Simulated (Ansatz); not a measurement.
# YSb: a single-point run

The task is a single-point run on YSb. The structure is shown as the input types it. The cell is built on a prototype (CsCl type) and needn't be the phase found in nature.

Program: Ansatz 0.2.0. Level of theory: density functional or hybrid calculation with the settings of its input, plane waves (as first typed). These are calculated values, not measurements.

1 further run of the same task is left out (it didn't finish).

### Step 1. The system as given

The structure is cubic, space group Pm-3m (No. 221). The conventional cell has a = 3.802 Å, b = 3.802 Å, c = 3.802 Å, α = 90.00°, β = 90.00°, γ = 90.00°. Y (site symmetry m-3m) has 8 Sb at 3.29 Å as nearest neighbours. Sb (site symmetry m-3m) is surrounded by 8 Y at 3.29 Å.

Structure file:

```xyz
2
Lattice="3.8024 0.0000 0.0000 0.0000 3.8024 0.0000 0.0000 0.0000 3.8024" Properties=species:S:1:pos:R:3 pbc="T T T"
Y     0.0000    0.0000    0.0000
Sb    1.9012    1.9012    1.9012
```

### Step 2. The run

Input file input.yaml:

```yaml
crystal:
  lattice:
    - [3.80243245, 0.0, 0.0]
    - [0.0, 3.80243245, 0.0]
    - [0.0, 0.0, 3.80243245]
  atoms:
    - { symbol: "Y", position: [0.0, 0.0, 0.0] }
    - { symbol: Sb, position: [0.5, 0.5, 0.5] }
kpoints:
  mp_grid: { grid: [4, 4, 4] }
hamiltonian:
  xc: hse06
scf:
  occupations: { method: fermi_dirac, width: 0.02 }
  n_extra_bands: 4
  convergence: { dr2_threshold: 0.01 }
  max_iter: 95
output:
  forces: true
  stress: true
  eigenvalues: true
```

Launch:

```
$ ansatz run input.yaml --threads 4 --pin off --max-ram 3686MiB --backend cpu --events-out ev --progress --plain --runs-dir out
```

What happens when this is run?

This run ends as converged, with warnings (filled band counts differ across k points, force scf threshold loose, stress exchange threshold loose). Its log warns: «scf.convergence.dr2_threshold = 1e-2 eV is looser than this run's default, which is 1e-7 eV or tighter. The error in the forces grows as the threshold's square root ...»

The threshold asked is loose, but the program put off the close and ended at dr2 = 5.9e-10, so little accuracy was lost here.

Run again and compare: delete scf.convergence.dr2_threshold (the default then holds).
